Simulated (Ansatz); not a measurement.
What does this script print? It uses the Python package of Ansatz (0.2.0).

The script, `restart.py`:
```python
"""Start a denser mesh for LaBRh3 from a saved density."""

import ansatz as az
from ase import Atoms

SETTINGS = {
    "smearing": "methfessel_paxton",
    "sigma": 0.15,
}

atoms = Atoms(
    ["La", "B", "Rh", "Rh", "Rh"],
    scaled_positions=[
        [0.0, 0.0, 0.0],
        [0.5, 0.5, 0.5],
        [0.0, 0.5, 0.5],
        [0.5, 0.0, 0.5],
        [0.5, 0.5, 0.0],
    ],
    cell=[
        [4.242, 0.0, 0.0],
        [0.0, 4.242, 0.0],
        [0.0, 0.0, 4.242],
    ],
    pbc=True,
)
structure = az.Crystal.from_ase(atoms)

job = (
    structure.calculation()
    .functional(az.Functional.PBESOL)
    .occupations(SETTINGS["smearing"], width=SETTINGS["sigma"])
)
coarse = job.kpoints(*(3, 3, 3)).checkpoint(write="ground.run").run(threads=1, backend="cpu").report
warm = job.kpoints(*(5, 5, 5)).checkpoint(read="ground.run").run(threads=1, backend="cpu").report
cold = job.kpoints(*(5, 5, 5)).run(threads=1, backend="cpu").report
for label, report in (("coarse", coarse), ("fine, from the saved density", warm), ("fine, fresh start", cold)):
    print(f"{label:30s} F = {report['free_energy_ev']:.5f} eV  iterations {report['n_iterations']}")
```

Output of `python restart.py`:
```text
DeckWarning: basis.ecutwfc = 420 eV, auto-derived from the records' recommended cutoffs: set by La (normal level)
coarse                         F = -25333.51503 eV  iterations 6
fine, from the saved density   F = -25333.53664 eV  iterations 5
fine, fresh start              F = -25333.53664 eV  iterations 6
```
(Warnings from the package without file and line, repeats left out.)

What to keep in mind:
- Total energies depend on the potentials; only differences at equal settings carry meaning. A total without «per atom» is that of the cell as typed.
- For a metal this k-point mesh is coarse: on a finer one energies can move by several to tens of meV an atom and pressures by half a GPa or more, differences at one mesh by less.
- The structure is a deposited one; some such entries were measured under pressure or heat, so a shift against it needn't be the functional's error alone.
- It ran for 4.2 s on 1 thread of Arm Neoverse V2 (shared host), peak memory 0.42 GiB.
